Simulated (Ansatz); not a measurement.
Task: a check of forces and pressure against finite differences of ZnGe₃ (distorted cell), with the Python package of Ansatz (0.2.0). Give the script and its output. Use (first run): PBE, PAW, cutoff 540 eV, 4×4×4 k-points, Gaussian smearing of 0.1 eV.

```
CELL_PARAMETERS angstrom
4.28919 0.02378 -0.03110
0.02378 4.28560 -0.00453
-0.03110 -0.00453 4.30999
ATOMIC_POSITIONS crystal
Zn 0.00443 0.00097 0.00818
Ge 0.99253 0.49541 0.50578
Ge 0.49580 0.99701 0.50612
Ge 0.50687 0.50531 0.00085
```

The script, `znge3_fdcheck.py`:
```python
import ansatz as az
import numpy as np

VECTORS = np.array([
    [4.28919, 0.02378, -0.0311],
    [0.02378, 4.2856, -0.00453],
    [-0.0311, -0.00453, 4.30999],
])
SITES = [
    ('Zn', (0.00443, 0.00097, 0.00818)),
    ('Ge', (0.99253, 0.49541, 0.50578)),
    ('Ge', (0.4958, 0.99701, 0.50612)),
    ('Ge', (0.50687, 0.50531, 0.00085)),
]


def make_crystal(cell):
    crystal = az.Crystal(lattice=az.Lattice.of(cell))
    for symbol, position in SITES:
        crystal = crystal.atom(symbol, position)
    return crystal


def main() -> None:
    def solve(crystal):
        return (
            crystal.calculation()
            .occupations('gaussian', width=0.1)
            .basis(540, xc_grid=2)
            .kpoints(4, 4, 4)
            .scf(tolerance=1e-09)
            .forces()
            .stress()
            .run(threads=1)
        ).report


    centre = solve(make_crystal(VECTORS))
    start = make_crystal(VECTORS)
    print(f'force on atom 1 along y: analytic {centre["forces_ev_ang"][1][1]:.4f} eV/A')
    for h in (0.005, 0.02):
        shift = np.eye(3)[1] * h @ np.linalg.inv(VECTORS)
        plus, minus = (solve(start.move(1, to=np.array(SITES[1][1]) + sign * shift))['lagrangian_ev'] for sign in (1, -1))
        print(f'  step {h} A: numerical {-(plus - minus) / (2 * h):.4f} eV/A')
    volume = abs(np.linalg.det(VECTORS))
    larger, smaller = (solve(make_crystal(VECTORS * (1 + sign * 0.005) ** (1 / 3)))['lagrangian_ev'] for sign in (1, -1))
    numerical = -(larger - smaller) / (0.01 * volume) * 160.21766
    print(f'pressure: analytic {np.trace(centre["stress_gpa"]) / 3:.3f}, numerical {numerical:.3f} GPa')


if __name__ == '__main__':
    main()
```

`python znge3_fdcheck.py` gives:
```text
DeckWarning: output.stress: scf.convergence.dr2_threshold = 1e-9 eV is looser than the 4e-10 eV advised for a printed stress (1e-10 eV for each atom of the cell: 4). What an SCF threshold leaves in a [...]
force on atom 1 along y: analytic -0.0204 eV/A
  step 0.005 A: numerical -0.0204 eV/A
  step 0.02 A: numerical -0.0204 eV/A
pressure: analytic -4.136, numerical -4.134 GPa
```
(Warnings from the package without file and line, shortened.)

Reading the output:
- For a metal this k-point mesh is coarse: on a finer one energies can move by several to tens of meV an atom and pressures by half a GPa or more, differences at one mesh by less.
- Pressure is positive in compression.
- No functional is typed, so the default, PBE, holds.
- The cell is a database structure, distorted on purpose.
- The central difference errs as the square of the step, so the shorter step is the fairer test; what remains comes from the finite grid and the SCF threshold.
- Wall time of the script: 110 s on 1 thread of Arm Neoverse V1, with other jobs on the host, peak memory 0.45 GiB.
